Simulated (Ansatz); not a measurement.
# Li (Im-3m): cell relaxations under several functionals in Python

Wanted for Li (Im-3m): cell relaxations under several functionals.

Computed with Ansatz 0.2.0 through its Python package. The levels of theory stand in the script.

## Step 1: The system

Symmetry: Im-3m, No. 229, cubic system. The conventional cell has a = 3.509 Å, b = 3.509 Å, c = 3.509 Å, α = 90.00°, β = 90.00°, γ = 90.00°. Li (site symmetry m-3m) has 8 Li at 3.04 Å as nearest neighbours.

The script holds or builds the structure itself.

## Step 2: The script

The input, run_lattice.py:

```python
'''How the lattice of Li depends on the functional.'''

import ansatz
import numpy as np

def edges_and_angles(cell):
    cell = np.asarray(cell)
    a, b, c = np.linalg.norm(cell, axis=1)
    cosines = cell[1] @ cell[2] / (b * c), cell[0] @ cell[2] / (a * c), cell[0] @ cell[1] / (a * b)
    return (a, b, c, *np.degrees(np.arccos(cosines)))


def main() -> None:
    li = (
        ansatz.Lattice.bcc(3.5093)
        .space_group(229)
        .atom('Li', (0.0, 0.0, 0.0))
        .primitive()
    )

    calc = (
        li.calculation()
        .kpoints(11, 11, 11, shift=0.5)  # symmetry reduces this mesh to its irreducible points
        .occupations(ansatz.OccupationsMethod.FERMI_DIRAC)  # fractional filling near the Fermi level
        .initial_density(normalization='cell')
        .scf(self_checks='low')
        .relax(cell=True)
    )

    levels = [('lda', 'none'), ('pbe', 'd4'), ('rpbe', 'none'), ('pbe', 'd3bj')]
    print('level            a       b       c    alpha   beta  gamma  V/atom  steps')
    for name, dispersion in levels:
        seen = []
        run = calc.functional(name, dispersion=dispersion).session().plan()
        result = run.execute(on_event=lambda e: seen.append(e) if e['event'] == 'relax_step' else None)
        cell = result.lattice.cell_ang
        label = name if dispersion == 'none' else f'{name}+{dispersion}'
        print('{:13s} {:7.4f} {:7.4f} {:7.4f} {:6.2f} {:6.2f} {:6.2f}'.format(label, *edges_and_angles(cell)), f'{abs(np.linalg.det(cell)) / len(result.lattice.sites):7.3f} {len(seen):5d}')


if __name__ == '__main__':
    main()
```

## Step 3: What the engine is handed

The package turns the script's settings into the engine's input (first run):

```yaml
crystal:
  lattice:
    bravais: bcc
    a: 3.5093
  space_group: 229
  atoms:
    - { symbol: Li, position: [0.0, 0.0, 0.0] }
  reduce_to_primitive: true
kpoints:
  mp_grid:
    grid: [11, 11, 11]
    shift: [0.5, 0.5, 0.5]
hamiltonian:
  xc: lda
  dispersion: none
scf:
  self_checks: low
  occupations:
    method: fermi_dirac
  initial_density:
    normalization: cell
relax:
  cell: {}
```

## Step 4: The run

Launch:

```sh
> python run_lattice.py
```

**Question.** Rank the levels of theory by the volume of the relaxed cell.

**Answer**, as computed:

| quantity | value |
| --- | --- |
| runs compared | 4 |
| relaxed volume | 18.41 (pbe d3bj) to 21.10 Å³/atom (rpbe) |

What this shows: From smallest to largest: PBE+D3BJ (18.41 Å³ an atom, -14.8 % against the start), LDA (19.03 Å³ an atom, -11.9 % against the start), PBE+D4 (20.06 Å³ an atom, -7.1 % against the start) and RPBE (21.10 Å³ an atom, -2.4 % against the start). The spread is 14.6 % in volume. In run 1, over 3 moves the cell shrank by 11.9 % in volume, and the space group stayed Im-3m. In run 4, over 3 moves the cell shrank by 14.8 % in volume, and the space group stayed Im-3m. For a metal this k-point mesh is coarse: on a finer one energies can move by several to tens of meV an atom and pressures by half a GPa or more, differences at one mesh by less. Edges and angles that the script prints are those of the cell as typed, here a primitive one.
